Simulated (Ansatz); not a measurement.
# CH₉NOSi₂: up Jacob's ladder to CCSD(T)

An exercise on one series of results from a longer session: the logs are not shown, and one member is left open.

Method: functionals in def2-TZVPP, the program's frozen cores in correlated methods; program: Ansatz 0.2.0, Gaussian basis.

Levels to be run: PBE-D4, r2SCAN-D4, PBE0-D4, B3LYP-D4, ωB97X-V, ωB97M-V, B2PLYP; CCSD(T)/def2-TZVPP; MP2/def2-QZVPP; extrapolation to the limit.

### The relaxed structure

An earlier PBE0-D4 in a triple-zeta def2 set relaxation fixed the geometry.

SMILES `OC([SiH3])N[SiH3]`, 14 atoms, charge 0, spin multiplicity 1.

Atoms are counted from 1 here; the program's logs count them from 0.

Bond lengths: O1–C2 1.414 Å, O1–H6 0.964 Å, C2–Si3 1.905 Å, C2–N4 1.439 Å, C2–H7 1.102 Å, Si3–H8 1.487 Å, Si3–H9 1.485 Å, Si3–H10 1.488 Å, N4–Si5 1.723 Å, N4–H11 1.010 Å, Si5–H12 1.487 Å, Si5–H13 1.491 Å, Si5–H14 1.485 Å. Angles: C2–O1–H6 107.4°, O1–C2–Si3 106.8°, O1–C2–N4 112.2°, O1–C2–H7 110.2°, Si3–C2–N4 111.9°, Si3–C2–H7 108.8°, N4–C2–H7 106.8°, C2–Si3–H8 108.0°, C2–Si3–H9 112.4°, C2–Si3–H10 107.7°, H8–Si3–H9 109.5°, H8–Si3–H10 109.1°, H9–Si3–H10 110.0°, C2–N4–Si5 124.3°, C2–N4–H11 114.1°, Si5–N4–H11 119.5°, N4–Si5–H12 108.1°, N4–Si5–H13 114.7° and more.

The first run:

in.yaml

```yaml
crystal:
  periodic: [false, false, false]
  atoms:
    - {symbol: O, position_ang: [-1.035034, 1.761071, 0.458082]}
    - {symbol: C, position_ang: [-0.258385, 0.579671, 0.472251]}
    - {symbol: Si, position_ang: [1.532451, 1.101066, 0.861269]}
    - {symbol: N, position_ang: [-0.350019, -0.146537, -0.766765]}
    - {symbol: Si, position_ang: [-0.767457, -1.813478, -0.885475]}
    - {symbol: H, position_ang: [-1.912322, 1.525114, 0.135384]}
    - {symbol: H, position_ang: [-0.612033, -0.098958, 1.265819]}
    - {symbol: H, position_ang: [2.333382, -0.132925, 1.077873]}
    - {symbol: H, position_ang: [1.621109, 1.968340, 2.063482]}
    - {symbol: H, position_ang: [2.060940, 1.822664, -0.327789]}
    - {symbol: H, position_ang: [0.102127, 0.308931, -1.546159]}
    - {symbol: H, position_ang: [-1.974212, -2.048699, -0.048357]}
    - {symbol: H, position_ang: [0.289060, -2.754652, -0.414467]}
    - {symbol: H, position_ang: [-1.042508, -2.100808, -2.316246]}
basis:
  gaussian: {orbitals: def2-TZVPP}
hamiltonian: {xc: pbe, dispersion: d4}
output: {forces: true, orbitals: {seedname: orbitals}}
```

The run is started by

```bash
$ ansatz run in.yaml --threads 4 --pin off --events-out ev --progress --plain --max-ram 10444MiB
```

Among the steps run: PBE-D4 (GGA); r2SCAN-D4 (meta-GGA); PBE0-D4 (hybrid); B3LYP-D4 (hybrid); ωB97X-V (range-separated); ωB97M-V (range-separated); B2PLYP (double hybrid); CCSD(T) in def2-TZVPP; MP2 in def2-QZVPP.

One of the session's tables, all rows but one given; the rest of the session is left out.

It belongs to the step «Atomisation energies». 

```
            method  atomisation energy (kJ/mol)
            PBE-D4                       4685.0
         r2SCAN-D4                       4639.2
           PBE0-D4                       4618.1
          B3LYP-D4                       4660.4
           ωB97X-V                       4686.3
           ωB97M-V                       4670.6
            B2PLYP                            ?
     HF/def2-TZVPP                       3330.3
    MP2/def2-TZVPP                       4553.9
   CCSD/def2-TZVPP                       4468.7
CCSD(T)/def2-TZVPP                       4528.1
           MP2/CBS                       4687.7
       CCSD(T)/CBS                       4661.9
```

Estimate the missing values for B2PLYP.

The run gave: atomisation energy (kJ/mol): 4594.4. In the column «atomisation energy (kJ/mol)» it lies between MP2/def2-TZVPP (4553.9) and PBE0-D4 (4618.1).

To keep in mind: Free atoms (1 O, 1 C, 2 Si, 1 N, 9 H) were run apart at each level; the atomisation energy is their sum less the molecule, without zero-point or spin-orbit terms.
